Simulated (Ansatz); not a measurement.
# CH5Cl2In: the cost of one run

Program: Ansatz 0.2.0. Level of theory: RKS BHLYP-D4/def2-SVP. These are calculated values, not measurements.

**1. The system as given**

Bond lengths: In1–Cl2 2.790 Å, In1–Cl3 2.440 Å, In1–C4 2.180 Å, C4–H5 1.110 Å, C4–H6 1.110 Å, C4–H7 1.110 Å, In1–H8 2.070 Å. Angles: Cl2–In1–Cl3 120.0°, Cl2–In1–C4 120.0°, Cl2–In1–H8 71.6°, Cl3–In1–C4 120.0°, Cl3–In1–H8 88.6°, C4–In1–H8 109.9°, In1–C4–H5 109.5°, In1–C4–H6 109.5°, In1–C4–H7 109.5°, H5–C4–H6 109.4°, H5–C4–H7 109.4°, H6–C4–H7 109.4°.

As a file:

```xyz
9

In    0.0000    0.0000    0.0000
Cl    0.0000    0.0000    2.7900
Cl    2.1130    0.0000   -1.2200
C    -1.8879    0.0000   -1.0900
H    -2.4480   -0.9305   -0.8608
H    -2.4920    0.8797   -0.7846
H    -1.6862    0.0508   -2.1803
H     0.4354   -1.9155    0.6527
H     0.3638   -1.6005    1.6684
```

**2. A restrained relaxation towards end A**

Springs on the bonds that form and break draw the guess towards this end; the thresholds are loose.

input.yaml

```yaml
crystal:
  periodic: [false, false, false]
  atoms:
    - { symbol: In, position_ang: [0.0, 0.0, 0.0] }
    - { symbol: Cl, position_ang: [0.0, 0.0, 2.79] }
    - { symbol: Cl, position_ang: [2.113, 0.0, -1.22] }
    - { symbol: C, position_ang: [-1.8879, 0.0, -1.09] }
    - { symbol: H, position_ang: [-2.448, -0.9305, -0.8608] }
    - { symbol: H, position_ang: [-2.492, 0.8797, -0.7846] }
    - { symbol: H, position_ang: [-1.6862, 0.0508, -2.1803] }
    - { symbol: H, position_ang: [0.4354, -1.9155, 0.6527] }
    - { symbol: H, position_ang: [0.3638, -1.6005, 1.6684] }
basis:
  gaussian: { orbitals: def2-SVP }
hamiltonian:
  xc: { name: BHLYP }
  dispersion: d4
relax:
  f_tol: 0.15
  max_steps: 25
  restrain:
    - { distance: [0, 7], at: 2.97, k: 30.0 }
    - { distance: [8, 1], at: 2.57, k: 30.0 }
    - { distance: [0, 1], at: 2.44, k: 30.0 }
    - { distance: [8, 7], at: 0.66, k: 30.0 }
```

Run with:

```bash
$ ansatz run input.yaml --threads 2 --pin off --max-ram 3072MiB --backend cpu --events-out ev --progress --plain --runs-dir out
```

Q: Estimate wall time and peak memory on 2 threads of Intel Xeon Platinum 8259CL at 2.50GHz (Skylake/Cascade Lake), shared host.

About 31 s, with a peak of 0.26 GiB.
